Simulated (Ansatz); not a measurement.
# Ba2N: the cost of one run

Program: Ansatz 0.2.0. Level of theory: DFT r2SCAN, scalar-relativistic, plane waves, PAW. These are calculated values, not measurements.

**1. The starting structure**

The structure is trigonal, space group R-3m (No. 166). The conventional cell has a = 4.029 Å, b = 4.029 Å, c = 22.425 Å, α = 90.00°, β = 90.00°, γ = 120.00°. Ba (site symmetry 3m) has 3 N at 2.77 Å as nearest neighbours. Around N (site symmetry -3m) lie 6 Ba at 2.77 Å.

As a file:

```
Ba N
1.0
    -2.01450    3.48922    0.00000
    -4.02900    0.00000    0.00000
    -2.01450    1.16307    7.47500
Ba N
2 1
Direct
  0.73353 0.73353 0.79941
  0.26647 0.26647 0.20059
  0.00000 0.00000 0.00000
```

The structure comes from the Crystallography Open Database.

**2. Ground state at the listed geometry**

input.yaml

```yaml
crystal:
  lattice:
    - [-2.0145, 3.4892163519, 0.0]
    - [-4.029, 0.0, 0.0]
    - [-2.0145, 1.1630721173, 7.475]
  atoms:
    - { symbol: Ba, position: [0.73353, 0.73353, 0.79941] }
    - { symbol: Ba, position: [0.26647, 0.26647, 0.20059] }
    - { symbol: "N", position: [0.0, 0.0, 0.0] }
basis:
  ecutwfc: 500
  fft_grid_basis: typed
kpoints:
  mp_grid: { grid: [9, 9, 8] }
hamiltonian:
  xc: r2scan
  pseudopotentials: { kind: paw }
scf:
  occupations: { method: gaussian, width: 0.05 }
output:
  forces: true
  stress: true
  eigenvalues: true
  bader: true
  write_density: true
  volumetric_format: npy
  elf: true
```

Launch:

```
ansatz run input.yaml --threads 1 --pin off --max-ram 2560MiB --backend cpu --events-out ev --progress --plain --runs-dir out
```

What time and memory should one allow on 1 thread of Arm Neoverse N1, shared host?

About 2.5 min, with a peak of 0.81 GiB.
